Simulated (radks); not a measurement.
# Valence configurations of Cu³⁺

NIST gives [Ar] 3d8 as the ground configuration of Cu³⁺. Does this level of theory agree? Several fillings of the valence shells are run.

Method: scalar-relativistic Kohn-Sham, PBE, spin-unpolarised, spherical densities, finite nucleus. Code: radks (a radial shooting solver on a logarithmic mesh, Libxc functionals) version 1.

## (1) What is computed

- element: copper (Z = 29)
- charge: +3
- electrons: 26
- configuration: [Ar] 3d8
- nuclear rms radius: 3.8823 fm
- others tried: 3d7 4s1; 3d7 4p1; 3d7 4s0.5 4p0.5; 3d6 4p2; 3d7.5 4s0.5; 3d6 4s1.5 4p0.5; 3d6 4s2; 3d4 4s1.5 4p2.5; 3d7.5 4p0.5

Outer shells as boxes (Hund's rule):

Cu³⁺
```
[Ar] core
3d [↑↓][↑↓][↑↓][↑ ][↑ ]
```

## (2) [Ar] 3d8

Input:

```text
Z 29
configuration [Ar] 3d8
relativity scalar-relativistic
functional pbe,pbe
spin unpolarised
nucleus finite rms 3.8823 fm
c 137.035999084
```

The run is started by

```console
python run_ks.py task.json out
```

This one command runs every case of the session in turn.

## (3) [Ar] 3d7 4s1

Input: that of step 2 with these lines changed.

```diff
@@ -1,3 +1,3 @@
 Z 29
-configuration [Ar] 3d8
+configuration [Ar] 3d7 4s1
 relativity scalar-relativistic
```

## (4) [Ar] 3d7 4p1

Input: that of step 3 with these lines changed.

```diff
@@ -1,3 +1,3 @@
 Z 29
-configuration [Ar] 3d7 4s1
+configuration [Ar] 3d7 4p1
 relativity scalar-relativistic
```

## (5) [Ar] 3d7 4s0.5 4p0.5

Input: that of step 4 with these lines changed.

```diff
@@ -1,3 +1,3 @@
 Z 29
-configuration [Ar] 3d7 4p1
+configuration [Ar] 3d7 4s0.5 4p0.5
 relativity scalar-relativistic
```

## (6) [Ar] 3d6 4p2

Input:

```text
Z 29
configuration [Ar] 3d6 4p2
relativity scalar-relativistic
functional pbe,pbe
spin unpolarised
nucleus finite rms 3.8823 fm
c 137.035999084
```

## (7) [Ar] 3d7.5 4s0.5

Input: that of step 6 with these lines changed.

```diff
@@ -1,3 +1,3 @@
 Z 29
-configuration [Ar] 3d6 4p2
+configuration [Ar] 3d7.5 4s0.5
 relativity scalar-relativistic
```

## (8) [Ar] 3d6 4s1.5 4p0.5

Input:

```text
Z 29
configuration [Ar] 3d6 4s1.5 4p0.5
relativity scalar-relativistic
functional pbe,pbe
spin unpolarised
nucleus finite rms 3.8823 fm
c 137.035999084
```

## (9) [Ar] 3d6 4s2

Input:

```text
Z 29
configuration [Ar] 3d6 4s2
relativity scalar-relativistic
functional pbe,pbe
spin unpolarised
nucleus finite rms 3.8823 fm
c 137.035999084
```

## (10) [Ar] 3d4 4s1.5 4p2.5

Input: that of step 9 with these lines changed.

```diff
@@ -1,3 +1,3 @@
 Z 29
-configuration [Ar] 3d6 4s2
+configuration [Ar] 3d4 4s1.5 4p2.5
 relativity scalar-relativistic
```

## (11) [Ar] 3d7.5 4p0.5

Input:

```text
Z 29
configuration [Ar] 3d7.5 4p0.5
relativity scalar-relativistic
functional pbe,pbe
spin unpolarised
nucleus finite rms 3.8823 fm
c 137.035999084
```

Before running it: what results should come out? Wanted: for each run, valence; E − E(NIST configuration); highest level; its energy; 1s shift.

**Answer**, as computed:

```tsv
valence	E − E(NIST configuration) (eV)	highest level	its energy (eV)	1s shift (eV)
3d8	0.000	3d	-48.912	+0.00
3d7.5 4s0.5	7.828	4s	-35.912	-4.76
3d7.5 4p0.5	12.170	4p	-27.613	-5.46
3d7 4s1	17.018	4s	-37.285	-9.80
3d7 4s0.5 4p0.5	21.497	4p	-28.695	-10.49
3d7 4p1	25.995	4p	-29.039	-11.17
3d6 4s2	39.826	4s	-40.071	-20.70
3d6 4s1.5 4p0.5	44.582	4p	-30.898	-21.36
3d6 4p2	58.955	4p	-31.838	-23.30
3d4 4s1.5 4p2.5	132.26	4p	-36.251	-48.47
```

What this shows: The NIST configuration is the lowest of those tried, 7.828 eV under 3d7.5 4s0.5. The energies are those of spherical spin-averaged densities, not of single terms. The 1s eigenvalue shifts by up to 48.47 eV as the valence charge is rearranged.
